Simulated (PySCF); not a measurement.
**Al: spin, charge, geometry and surroundings**

Aim: change spin, charge, geometry, field or solvent of Al, one at a time, and compare with the base run.

Computed with PySCF 2.14.0. Level: method and basis as typed in the scripts.

3 further runs of the same task are left out: 3 that didn't finish.

## (1) The atom

Al: 1 atom, charge 0, spin multiplicity 2.

## (2) Base script

File input.py:

```python
from pyscf import gto, scf, mcscf

mol = gto.M(
    atom='Al 0 0 0',
    basis='jorge-tzp-dkh',
    charge=0,
    spin=1,
    verbose=4,
)
mf = scf.ROHF(mol)
mf = mf.sfx2c1e()
mf.kernel()
mc = mcscf.CASCI(mf, 2, 1)
mc.kernel()
mc.analyze()
mf.dip_moment()
print('orbital energies (hartree):', mf.mo_energy[..., max(0, mol.nelec[1]-3):mol.nelec[0]+3].round(4))
```

Launch:

```sh
> OMP_NUM_THREADS=1 python input.py
```

The log of this run is left out.

In short: E(SCF) = -242.308297 Eh, 7 cycles, E(CAS) − E(SCF) = 0.00000 Eh.

## (3) PCM, ε = 78.36

Variant 1 changes solvent: none (gas phase) → PCM, ε = 78.36; step after the SCF: casci → analyze.

File input.py:

```python
from pyscf import gto, scf, solvent

mol = gto.M(
    atom='Al 0 0 0',
    basis='jorge-tzp-dkh',
    charge=0,
    spin=1,
    verbose=4,
)
mf = scf.ROHF(mol)
mf = mf.sfx2c1e()
mf = solvent.PCM(mf)
mf.with_solvent.eps = 78.36
mf.kernel()
mf.analyze()
print('orbital energies (hartree):', mf.mo_energy[..., max(0, mol.nelec[1]-3):mol.nelec[0]+3].round(4))
```

Launch:

```sh
> OMP_NUM_THREADS=1 python input.py
```

## (4) Electric field 0.005 a.u.

Variant 2 changes electric field: none → 0.005 a.u.

input.py: that of step 2 with these lines changed.

```diff
@@ -11,2 +11,7 @@
 mf = mf.sfx2c1e()
+field = 0.005  # electric field along z, atomic units
+h = mf.get_hcore() + field*mol.intor('int1e_r')[2]
+mf.get_hcore = lambda *args: h
+e_nuc = mol.energy_nuc() - field*mol.atom_charges() @ mol.atom_coords()[:, 2]
+mf.energy_nuc = lambda *args: e_nuc
 mf.kernel()
```

## (5) PCM, ε = 20.5

Variant 3 changes solvent: none (gas phase) → PCM, ε = 20.5; step after the SCF: casci → analyze.

File input.py:

```python
from pyscf import gto, scf, solvent

mol = gto.M(
    atom='Al 0 0 0',
    basis='jorge-tzp-dkh',
    charge=0,
    spin=1,
    verbose=4,
)
mf = scf.ROHF(mol)
mf = mf.sfx2c1e()
mf = solvent.PCM(mf)
mf.with_solvent.eps = 20.5
mf.kernel()
mf.analyze()
print('orbital energies (hartree):', mf.mo_energy[..., max(0, mol.nelec[1]-3):mol.nelec[0]+3].round(4))
```

**Question.** What will these runs give? Wanted: for each run, E(SCF); from base.

The runs gave:

```
                      run  E(SCF) (hartree)  from base (eV)  cycles
                     base       -242.308297               0       7
           PCM, ε = 78.36       -242.314262         -0.1623       7
electric field 0.005 a.u.       -242.308829         -0.0145       9
            PCM, ε = 20.5       -242.314024         -0.1558       7
```

In words: Of the runs whose energies can be compared, “PCM, ε = 78.36” moves the SCF energy most (-0.162 eV). A continuum solvent with ε = 78.36 lowers the energy by 0.162 eV. A continuum solvent with ε = 20.5 lowers the energy by 0.156 eV.
